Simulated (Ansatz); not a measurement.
Ti3Ag:

```
CELL_PARAMETERS angstrom
4.09881 0.00000 0.00000
0.00000 4.09881 0.00000
0.00000 0.00000 4.09881
ATOMIC_POSITIONS crystal
Ag 0.00000 0.00000 0.00000
Ti 0.00000 0.50000 0.50000
Ti 0.50000 0.00000 0.50000
Ti 0.50000 0.50000 0.00000
```

The cell comes from a database or a generator and needn't be the stable form of this composition.

| Item | Value |
| --- | --- |
| Program | Ansatz 0.2.0 |
| Task | single point |
| Functional | PBEsol |
| Potentials or basis | all-electron LAPW, scalar-relativistic |
| Cutoff | 228 eV (chosen from the basis error) |
| Basis error allowed | 0.001 eV/atom |
| k mesh | 7 × 7 × 7 |
| Occupations | fermi-dirac, width 0.05 eV |
| Spin | no spin polarisation |

On this cell: pressure -5.2 GPa; largest force zero by symmetry; band gap on the k mesh none (metal or under the smearing width).

The same run follows on a disturbed copy (atoms moved at random, drawn with an rms of 0.05 Å):

```xyz
4
Lattice="4.0988 0.0000 0.0000 0.0000 4.0988 0.0000 0.0000 0.0000 4.0988" Properties=species:S:1:pos:R:3 pbc="T T T"
Ag   -0.0267    0.0031    0.0142
Ti    0.0523    2.0782    2.0372
Ti    2.0826    0.0148    2.0296
Ti    2.0014    2.0110   -0.0154
```

Problem. What changes?

Solution. The energy (extrapolated to zero smearing) moves by +6.6 meV/atom; pressure -5.1 GPa; largest force 0.337 eV/Å; band gap on the k mesh none (metal or under the smearing width).

Forces on the atoms (eV/Å):
```
Ag   0.128 -0.040 -0.174
Ti  -0.317 -0.070  0.067
Ti  -0.075 -0.100  0.100
Ti   0.264  0.210  0.007
```

Stress tensor (GPa, compression positive):
```
-5.08 -0.09  0.00
-0.09 -5.19 -0.02
 0.00 -0.02 -4.98
```
